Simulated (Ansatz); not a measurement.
**F₂H₅NSi₂: a ladder of functionals and wavefunction methods**

How much do the methods differ for F₂H₅NSi₂? The plan is to run it at one geometry with functionals of several rungs and with coupled cluster, and see how far each lands from CCSD(T) at the basis-set limit for the atomisation energy.

Program: Ansatz 0.2.0, Gaussian basis. Level of theory: functionals in def2-TZVPP, the program's frozen cores in correlated methods. These are calculated values, not measurements.

Plan: PBE-D4, r2SCAN-D4, PBE0-D4, B3LYP-D4, ωB97X-V, ωB97M-V, B2PLYP; CCSD(T)/def2-TZVPP; MP2/def2-QZVPP; extrapolation to the limit.

**1. The geometry**

The geometry comes from an earlier relaxation with PBE0-D4 in a triple-zeta def2 set; it is a stationary point, not always the lowest conformer.

SMILES `N[SiH](F)[SiH2]F`, 10 atoms, charge 0, spin multiplicity 1.

Atoms are counted from 1 here; the program's logs count them from 0.

Bond lengths: N1–Si2 1.697 Å, N1–H6 1.007 Å, N1–H7 1.007 Å, Si2–F3 1.609 Å, Si2–Si4 2.350 Å, Si2–H8 1.484 Å, Si4–F5 1.612 Å, Si4–H9 1.485 Å, Si4–H10 1.487 Å. Angles: Si2–N1–H6 122.9°, Si2–N1–H7 121.6°, H6–N1–H7 112.2°, N1–Si2–F3 114.7°, N1–Si2–Si4 105.8°, N1–Si2–H8 108.2°, F3–Si2–Si4 108.3°, F3–Si2–H8 105.1°, Si4–Si2–H8 114.9°, Si2–Si4–F5 106.9°, Si2–Si4–H9 114.0°, Si2–Si4–H10 111.4°, F5–Si4–H9 107.7°, F5–Si4–H10 107.6°, H9–Si4–H10 109.0°.

**2. PBE-D4 (GGA)**

in.yaml reads:

```yaml
crystal:
  periodic: [false, false, false]
  atoms:
    - {symbol: N, position_ang: [-1.384184, 0.412859, 0.932023]}
    - {symbol: Si, position_ang: [-0.638192, -0.658166, -0.151977]}
    - {symbol: F, position_ang: [-1.342619, -0.752730, -1.595804]}
    - {symbol: Si, position_ang: [1.548981, 0.148856, -0.448692]}
    - {symbol: F, position_ang: [1.489430, 1.747533, -0.247049]}
    - {symbol: H, position_ang: [-2.231470, 0.188540, 1.427026]}
    - {symbol: H, position_ang: [-1.216617, 1.404849, 0.894063]}
    - {symbol: H, position_ang: [-0.728867, -2.027157, 0.412468]}
    - {symbol: H, position_ang: [2.112629, -0.116489, -1.797247]}
    - {symbol: H, position_ang: [2.474009, -0.399293, 0.578290]}
basis:
  gaussian: {orbitals: def2-TZVPP}
hamiltonian: {xc: pbe, dispersion: d4}
output: {forces: true, orbitals: {seedname: orbitals}}
```

Started as:

```sh
$ ansatz run in.yaml --threads 4 --pin off --events-out ev --progress --plain --max-ram 10444MiB
```

Further steps of the session: r2SCAN-D4 (meta-GGA); PBE0-D4 (hybrid); B3LYP-D4 (hybrid); ωB97X-V (range-separated); ωB97M-V (range-separated); B2PLYP (double hybrid); CCSD(T) in def2-TZVPP; MP2 in def2-QZVPP.

Before running them: what should the planned runs give, taken together? Wanted: atomisation energy, CCSD(T)/CBS; farthest; mean size of error, hybrid; mean size of error, range-separated; gap, smallest and largest; T1 diagnostic; triples share of the correlation energy.

**Answer**, as computed:

```
                               quantity                                 value
        atomisation energy, CCSD(T)/CBS                             36.796 eV
    functionals within 0.184 eV (0.5 %)              PBE-D4, ωB97X-V, ωB97M-V
                               farthest                   PBE0-D4 (-0.665 eV)
             mean size of error, hybrid                              0.450 eV
    mean size of error, range-separated                              0.097 eV
              gap, smallest and largest  5.03 eV (PBE-D4), 11.69 eV (ωB97X-V)
                          T1 diagnostic                                0.0119
triples share of the correlation energy                                 3.1 %
```

**Reading.** PBE-D4 misses by -0.008 eV. Double hybrids carry the basis error of their MP2 part in triple zeta, and no dispersion term here, so their miss is partly the set-up's. Misses under about 0.184 eV are within the doubt on the reference itself, which lacks core-valence correlation, relativity and higher excitations. Hartree-Fock recovers 73 % of the binding; the rest is correlation. Orbital gaps span 5.0 to 11.7 eV; exact exchange widens them.
